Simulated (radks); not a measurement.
# Tm in [Xe] 4f13 6s2: an all-electron calculation

An exercise on one series of results from a longer session: the logs are not shown, and one member is left open.

Method: scalar-relativistic Kohn-Sham, LDA (Slater exchange, Perdew-Zunger correlation), spin-unpolarised, spherical densities, finite nucleus. Code: radks (a radial shooting solver on a logarithmic mesh, Libxc functionals) version 1.

## Starting point

```
element            : thulium (Z = 69)
charge             : 0
electrons          : 69
configuration      : [Xe] 4f13 6s2
nuclear rms radius : 5.2256 fm
```

Outer shells as boxes (Hund's rule):

Tm
```
[Xe] core
4f [↑↓][↑↓][↑↓][↑↓][↑↓][↑↓][↑ ]
6s [↑↓]
```

Set-up of the first run:

Input:

```text
Z 69
configuration [Xe] 4f13 6s2
relativity scalar-relativistic
functional lda,pz
spin unpolarised
nucleus finite rms 5.2256 fm
c 137.035999084
```

One table of the session follows, with a row left open; its other results are not shown here.

It belongs to the step «Orbitals and density». From the orbitals of this run (lengths in bohr):

| level | <r> | outermost maximum (interpolated) | 90 % within | nodes |
| --- | --- | --- | --- | --- |
| 1s | 0.02003 | 0.0126 | 0.0363 | 0 |
| 2s | 0.08494 | 0.0720 | 0.132 | 1 |
| 2p | 0.07543 | 0.0586 | 0.123 | 0 |
| 3s | 0.2212 | 0.203 | 0.324 | 2 |
| 3p | 0.2205 | 0.200 | 0.330 | 1 |
| 3d | ? | ? | ? | ? |
| 4s | 0.4981 | 0.464 | 0.716 | 3 |
| 4p | 0.5287 | 0.486 | 0.770 | 2 |
| 4d | 0.5719 | 0.501 | 0.861 | 1 |
| 5s | 1.230 | 1.09 | 1.78 | 4 |
| 5p | 1.475 | 1.25 | 2.19 | 3 |
| 6s | 3.915 | 3.27 | 5.84 | 5 |
| 4f | 0.8110 | 0.495 | 1.42 | 0 |

Q: Estimate the row for 3d from the others.

The run gave: <r>: 0.1999; outermost maximum (interpolated): 0.163; 90 % within: 0.311; nodes: 0. In the column «<r>» it lies between 2s (0.08494) and 3p (0.2205).

Caveats from the session: Spin polarisation and multiplet splitting are left out.
